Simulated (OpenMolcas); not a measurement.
# One shape, several levels: B3H3O3 (SMILES B1OBOBO1)

We compute a comparison of 6 runs (HF/6-31G*, B2PLYP/6-31G*, BLYP/6-31G*, M06-2X/6-31G*, MP2/6-31G*, CCSD(T)/6-31G*) of B3H3O3. 

The calculation is run with OpenMolcas 26.06.

1 further run of the same task is left out (set aside as unsound or not needed).

## Step 1: The structure to begin with

The species is B3H3O3 (9 atoms), meant as a singlet with charge 0. SMILES: `B1OBOBO1`. The shape is that of a PBE0-D4/def2-TZVP optimisation. This is one conformer, not always the lowest.

Bond lengths: B1–O2 1.372 Å, O2–B3 1.372 Å, B3–O4 1.372 Å, O4–B5 1.372 Å, B1–O6 1.372 Å, B5–O6 1.372 Å, B1–H7 1.190 Å, B3–H8 1.190 Å, B5–H9 1.190 Å. Some angles: B1–O2–B3 120.3°, O2–B1–O6 119.7°, O2–B3–O4 119.7°, B3–O4–B5 120.3°, O4–B5–O6 119.7°, B1–O6–B5 120.3°, O2–B1–H7 120.2°, O6–B1–H7 120.2°, O2–B3–H8 120.2°, O4–B3–H8 120.2°.

## Step 2: Energy and forces at HF/6-31G(d) (spherical functions) (run 1)

The input, test.inp:

```
&GATEWAY
  BasLib=$CurrDir
  Coord
  9
  angstrom
  B        1.301600       0.115800      -0.424700
  O        0.612800      -1.053500      -0.624800
  B       -0.686900      -1.172700      -0.202300
  O       -1.297400      -0.115400       0.423200
  B       -0.614800       1.056900       0.626900
  O        0.684600       1.168900       0.201600
  H        2.429300       0.216200      -0.792600
  H       -1.281900      -2.188700      -0.377500
  H       -1.147300       1.972500       1.170100
  Basis=6-31Gs
  Group=NoSym

&SEWARD

&SCF
  Thresholds=1e-10 1e-07 1e-07 1e-05
  PrOrbitals=1 2

&ALASKA
```

The basis set 6-31G* is read from a file made from the Basis Set Exchange's data (not shown).

Launch:

```sh
export MOLCAS_MEM=1860
pymolcas test.inp > test.log
```

What it wrote:

```text
--- Start Module: gateway ---
[...]
--- Stop Module: gateway /rc=_RC_ALL_IS_WELL_ ---
[...]
      Basis functions           90
[...]
--- Start Module: scf ---
[...]
       Convergence after  11 Iterations
[...]
::    Total SCF energy                               -300.6975640036
[...]
      Total spin, S                                     0.0000000000
[...]
      Total electronic charge=   42.000000
      Total            charge=   -0.000000
[...]
      Dipole Moment (debye):
      Origin of the operator (angstrom)=   -0.0000    0.0000   -0.0000
                   X= -6.9070E-04               Y= -3.5173E-04               Z= -3.7978E-04           Total=  8.6314E-04
      Quadrupole Moment (debye*angstrom):
[...]
 *              Molecular gradients               *
 **************************************************
  Irreducible representation: a
 ------------------------------------------------------------------------------------------
                              X                       Y                       Z
 ------------------------------------------------------------------------------------------
  B1               -8.62789260597907E-04   -1.13767836782630E-04    2.46796729773457E-04
  O2                4.65111679252850E-03   -7.92520725520873E-03   -4.69717302102435E-03
  B3                4.07637784887172E-04    7.49796046219942E-04    1.19213635700000E-04
  O4               -9.74419268373694E-03   -8.35511304181580E-04    3.19901490730778E-03
  B5                3.52328889927200E-04   -6.90880224591517E-04   -4.01497511863802E-04
  O6                5.14773561804827E-03    8.82133705247767E-03    1.53855008349746E-03
  H7                4.49028642971694E-03    4.00079956878630E-04   -1.46017876107485E-03
  H8               -2.34596132095222E-03   -4.02061548137134E-03   -6.90501306552793E-04
[...]
```

Run time: 7.2 s. Hardware: 1 thread of Intel Xeon 6975P-C (Granite Rapids), shared host; peak memory 0.49 GiB.

## Step 3: A single-point energy at B2PLYP/6-31G(d) (spherical functions) (run 2)

The input, input.xyz:

```xyz
9

B      1.301600     0.115800    -0.424700
O      0.612800    -1.053500    -0.624800
B     -0.686900    -1.172700    -0.202300
O     -1.297400    -0.115400     0.423200
B     -0.614800     1.056900     0.626900
O      0.684600     1.168900     0.201600
H      2.429300     0.216200    -0.792600
H     -1.281900    -2.188700    -0.377500
H     -1.147300     1.972500     1.170100
```

The input, run.input:

```
>>> EXPORT MOLCAS_PRINT=2

&GATEWAY
  BasLib
  $CurrDir
  Coord
  input.xyz
  Basis
  6-31Gs
  Group
  NoSym

&SEWARD
  GridInput
  Grid=UltraFine
  End of Grid

&SCF
  KSDFT
  B2PLYP_SCF
  Thresholds
  1e-10 1e-07 1e-07 1e-05
  PrOrbitals
  1

&MBPT2
  Frozen
  6
```

The basis set 6-31G* is read from a file made from the Basis Set Exchange's data (not shown).

Launch:

```sh
export MOLCAS_MEM=1860
pymolcas run.input > run.log
```

What it wrote:

```text
--- Start Module: gateway ---
[...]
--- Stop Module: gateway /rc=_RC_ALL_IS_WELL_ ---
[...]
      Basis functions           90
[...]
--- Start Module: scf ---
[...]
       Convergence after  12 Iterations
[...]
::    Total KS-DFT energy                            -301.7793449181
[...]
      Total spin, S                                     0.0000000000
[...]
      Total electronic charge=   42.000000
      Total            charge=   -0.000000
[...]
      Dipole Moment (debye):
      Origin of the operator (angstrom)=   -0.0000    0.0000   -0.0000
                   X= -6.2509E-04               Y= -3.4244E-04               Z= -3.2858E-04           Total=  7.8483E-04
      Quadrupole Moment (debye*angstrom):
[...]
--- Stop Module: scf /rc=_RC_ALL_IS_WELL_ ---
[...]
--- Start Module: mbpt2 ---
[...]
 ###    WARNING: MP2 implementation intended for RHF references only         ###
 ###############################################################################
MBPT2 WARNING: Reference function according to RunFile:KS-DFT
I'll assume you know what you're doing and continue
WARNING!
Default frozen orbitals as non valence orbitals is overwritten by user input.
Default values:   6
[...]
       Reference weight ( Cref**2 )         =        0.75122
::    Total MBPT2 energy                             -302.6736141609
[...]
      Total MBPT2 calculations                           0.29      0.33
--- Stop Module: mbpt2 /rc=_RC_ALL_IS_WELL_ ---
[...]
```

Run time: 20 s. Hardware: 1 thread of Intel Xeon 6975P-C (Granite Rapids), shared host; peak memory 0.49 GiB.

Runs 3 to 4 aren't shown in full; the table further down has their settings and results.

## Step 4: The energy at MP2/6-31G(d) (spherical functions) (run 5)

The input, run.input:

```
&GATEWAY
BasLib = $CurrDir
BasisSet
B.6-31Gs....
B1 1.301600 0.115800 -0.424700 angstrom
B3 -0.686900 -1.172700 -0.202300 angstrom
B5 -0.614800 1.056900 0.626900 angstrom
End of Basis
BasisSet
O.6-31Gs....
O2 0.612800 -1.053500 -0.624800 angstrom
O4 -1.297400 -0.115400 0.423200 angstrom
O6 0.684600 1.168900 0.201600 angstrom
End of Basis
BasisSet
H.6-31Gs....
H7 2.429300 0.216200 -0.792600 angstrom
H8 -1.281900 -2.188700 -0.377500 angstrom
H9 -1.147300 1.972500 1.170100 angstrom
End of Basis
&SEWARD
&SCF
Thresholds = 1e-10 1e-07 1e-07 1e-05
PrOrbitals = 1 2
&MBPT2
Frozen = 6
```

The basis set 6-31G* is read from a file made from the Basis Set Exchange's data (not shown).

Launch:

```sh
export MOLCAS_MEM=1860
pymolcas run.input > run.log
```

What it wrote:

```text
--- Start Module: gateway ---
[...]
--- Stop Module: gateway /rc=_RC_ALL_IS_WELL_ ---
[...]
      Basis functions           90
[...]
--- Start Module: scf ---
[...]
       Convergence after  11 Iterations
[...]
::    Total SCF energy                               -300.6975640036
[...]
      Total spin, S                                     0.0000000000
[...]
      Total electronic charge=   42.000000
      Total            charge=   -0.000000
[...]
      Dipole Moment (debye):
      Origin of the operator (angstrom)=   -0.0000   -0.0000   -0.0000
                   X= -6.9070E-04               Y= -3.5173E-04               Z= -3.7978E-04           Total=  8.6314E-04
      Quadrupole Moment (debye*angstrom):
[...]
--- Stop Module: scf /rc=_RC_ALL_IS_WELL_ ---
[...]
--- Start Module: mbpt2 ---
[...]
WARNING!
Default frozen orbitals as non valence orbitals is overwritten by user input.
Default values:   6
[...]
       Reference weight ( Cref**2 )         =        0.82471
::    Total MBPT2 energy                             -301.4260363504
[...]
      Total MBPT2 calculations                           0.25      0.28
--- Stop Module: mbpt2 /rc=_RC_ALL_IS_WELL_ ---
[...]
```

It took 5.4 s on 1 thread of Intel Xeon 6975P-C (Granite Rapids), shared host; peak memory 0.49 GiB.

## Step 5: The energy at CCSD(T)/6-31G(d) (spherical functions) (run 6)

The input, coord.xyz:

```xyz
9

B      1.301600     0.115800    -0.424700
O      0.612800    -1.053500    -0.624800
B     -0.686900    -1.172700    -0.202300
O     -1.297400    -0.115400     0.423200
B     -0.614800     1.056900     0.626900
O      0.684600     1.168900     0.201600
H      2.429300     0.216200    -0.792600
H     -1.281900    -2.188700    -0.377500
H     -1.147300     1.972500     1.170100
```

The input, job.input:

```
* B3H3O3 CCSD(T)

&GATEWAY
  BasLib=$CurrDir
  Coord=coord.xyz
  Basis=6-31Gs
  Group=NoSym

&SEWARD

&SCF
  Thresholds=1e-10 1e-07 1e-07 1e-05
  PrOrbitals=0

&RASSCF
  FileOrb=$Project.ScfOrb
  Spin=1
  Nactel=0 0 0
  Inactive=21
  Ras2=0
  OutOrbitals=Canonical
  OrbListing=Nothing

&MOTRA
  JobIph
  Frozen=6

&CCSDT
  CCT
  Triples=2
  Iterations=80
  Accuracy=1e-08
  Extrapolation=5 4
```

The basis set 6-31G* is read from a file made from the Basis Set Exchange's data (not shown).

Launch:

```sh
export MOLCAS_MEM=1860
pymolcas job.input > job.log
```

What it wrote:

```text
--- Start Module: gateway ---
[...]
--- Stop Module: gateway /rc=_RC_ALL_IS_WELL_ ---
[...]
      Basis functions           90
[...]
       Convergence after  11 Iterations
[...]
::    Total SCF energy                               -300.6975640036
[...]
      Total spin, S                                     0.0000000000
[...]
      Number of active orbitals                  0
[...]
      Spin quantum number                      0.0
[...]
      Active orbitals                            0
[...]
      Number of CSFs                             1
[...]
      Number of root(s) required                 1
[...]
      Convergence after  4 iterations
[...]
      Natural orbitals and occupation numbers for root  1
      ************************************************************************************************************************
      *                                                    Final results                                                     *
      ************************************************************************************************************************
[...]
::    RASSCF root number  1 Total energy:   -300.69756400
[...]
      Total electronic charge=   42.000000
      Total            charge=   -0.000000
[...]
      Dipole Moment (debye):
      Origin of the operator (angstrom)=   -0.0000    0.0000   -0.0000
                   X= -6.9139E-04               Y= -3.5218E-04               Z= -3.7970E-04           Total=  8.6384E-04
      Quadrupole Moment (debye*angstrom):
[...]
--- Start Module: motra ---
[...]
--- Stop Module: motra /rc=_RC_ALL_IS_WELL_ ---
[...]
--- Start Module: ccsdt ---
[...]
      Convergence after                    16  Iterations
      Total energy (diff) :    -301.45379217       0.00000000
[...]
 METHOD                       : CCSD+T(CCSD)+<T3(1)WT1> = CCSD(T)
[...]
       CCSD     =      -301.4537921668106
[...]
```

Run time: 74 s. Hardware: 1 thread of Intel Xeon 6975P-C (Granite Rapids), shared host; peak memory 0.49 GiB.

## Step 6: All runs side by side

```
run                                 level      task  frozen core orbitals  energy (Eh)  dipole moment (D) of the reference  HOMO energy (eV)  LUMO energy (eV)  wall time
  1       HF/6-31G* (spherical functions)  gradient                     –  -300.697564                                0.00            -13.58              3.91      7.2 s
  2   B2PLYP/6-31G* (spherical functions)    energy                     6  -302.020798                                0.00            -11.02              1.34       20 s
  3     BLYP/6-31G* (spherical functions)  gradient                     –  -302.223342                                0.00             -7.65             -1.14       28 s
  4   M06-2X/6-31G* (spherical functions)  gradient                     –  -302.204034                                0.00            -11.01              0.83       37 s
  5      MP2/6-31G* (spherical functions)    energy                     6  -301.426036                                0.00            -13.58              3.91      5.4 s
  6  CCSD(T)/6-31G* (spherical functions)    energy                     6  -301.474863                                0.00            -13.58              3.91       74 s
```

## Step 7: Results

| quantity | value |
| --- | --- |
| run 6: total energy | -301.47486 Eh |
| run 6: dipole moment (mean-field density) | 0.00 D |
| run 6: HOMO energy (Hartree–Fock orbitals) | -13.58 eV |
| run 6: LUMO energy (Hartree–Fock orbitals) | 3.91 eV |
| run 6: HOMO–LUMO gap (Hartree–Fock orbitals) | 17.48 eV |
| run 6: correlation energy (6 core orbitals frozen) | -777.3 mEh |
| run 6: (T) correction | -21.07 mEh |

Below the HF energy at the same shape and in the same basis (6-31G*): MP2 -728.5 mEh; CCSD(T) -777.3 mEh. Over runs 1, 2, 3, 4 the HOMO–LUMO gap runs from 6.51 eV (BLYP/6-31G*) to 17.48 eV (HF/6-31G*). Exact exchange widens orbital gaps. For B2PLYP the log adds the whole second-order term; the table takes 0.27 of it, as the functional is defined. Totals of different functionals can't be ranked against each other. All runs together took 2.9 min, the longest 74 s.
